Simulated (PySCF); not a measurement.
**A diatomic session: LiSe**

One table from this session's results is given with a row withheld; the runs are named, their logs left out.

Computed with PySCF 2.14.0. Level: Li x2c-TZVPPall, Se x2c-TZVPPall, spin-free X2C with a Gaussian nucleus.

Set-up of the first run:

A driver script around PySCF takes these settings:

```json
{
 "atoms": "Li, Se",
 "charge": "0",
 "basis": "Li x2c-TZVPPall, Se x2c-TZVPPall",
 "Hamiltonian": "spin-free X2C with a Gaussian nucleus",
 "basis functions": "67",
 "electrons treated": "37",
 "masses in u": "7.0160, 79.9165",
 "levels": "PBE0, PBE, r²SCAN, LDA, MN15, revPBE, B3LYP, ωB97X-V, HF, MP2, SCS-MP2, CCSD, CCSD(T)",
 "grid": "80 radial by 434 angular points",
 "occupations": "held fixed by the projection of orbital angular momentum",
 "dissociation limit": "Li + Se, each in its ground configuration",
 "starting distance in angstrom": "2.400",
 "values of 2S to try": "1, 3"
}
```

Started as:

```bash
$ OMP_NUM_THREADS=1 python dia.py task.json out
```

Among the steps run: The job; First curve: PBE0; Excited determinants; PBE (GGA); r²SCAN (meta-GGA); LDA (local density); MN15 (hybrid meta-GGA); revPBE (GGA); B3LYP (global hybrid GGA); ωB97X-V; UHF (mean field); Adding correlation.

One table of the session follows, with a row left open; its other results are not shown here.

It belongs to the step «The curves together». Energy (eV) from each level's lowest point:

| R (Å) | UHF | UHF-MP2 | UHF-SCS-MP2 | UHF-CCSD | UHF-CCSD(T) |
| --- | --- | --- | --- | --- | --- |
| 1.955 | 0.541 | 0.501 | 0.508 | n/a | n/a |
| 2.046 | 0.256 | 0.232 | 0.236 | 0.231 | 0.233 |
| 2.137 | 0.091 | 0.078 | 0.081 | 0.078 | 0.079 |
| 2.205 | 0.026 | 0.020 | 0.021 | 0.020 | 0.020 |
| 2.273 | 0.000 | 0.000 | 0.000 | 0.000 | 0.000 |
| 2.341 | 0.006 | 0.010 | 0.009 | 0.010 | 0.010 |
| 2.432 | 0.052 | 0.060 | 0.058 | 0.060 | 0.058 |
| 2.546 | ? | ? | ? | ? | ? |
| 2.682 | 0.317 | 0.329 | 0.323 | 0.329 | 0.323 |
| 2.864 | 0.574 | 0.585 | 0.577 | n/a | n/a |

**Question.** Estimate the row for R (Å) = 2.546.

Worked estimate for «UHF». A straight line through the neighbours (2.432, 0.052) and (2.682, 0.317) gives 0.052 + (0.317 − 0.052) × (2.546 − 2.432) / (2.682 − 2.432) = 0.173; a parabola fitted to 4 rows on both sides gives 0.159.

As computed: UHF: 0.153; UHF-MP2: 0.165; UHF-SCS-MP2: 0.160; UHF-CCSD: 0.164; UHF-CCSD(T): 0.161. In «UHF» the line misses by +0.020 and the parabola by +0.006.

Limits of these values: At some levels the lowest empty orbital lies below the highest filled one (the two can be of opposite spin).
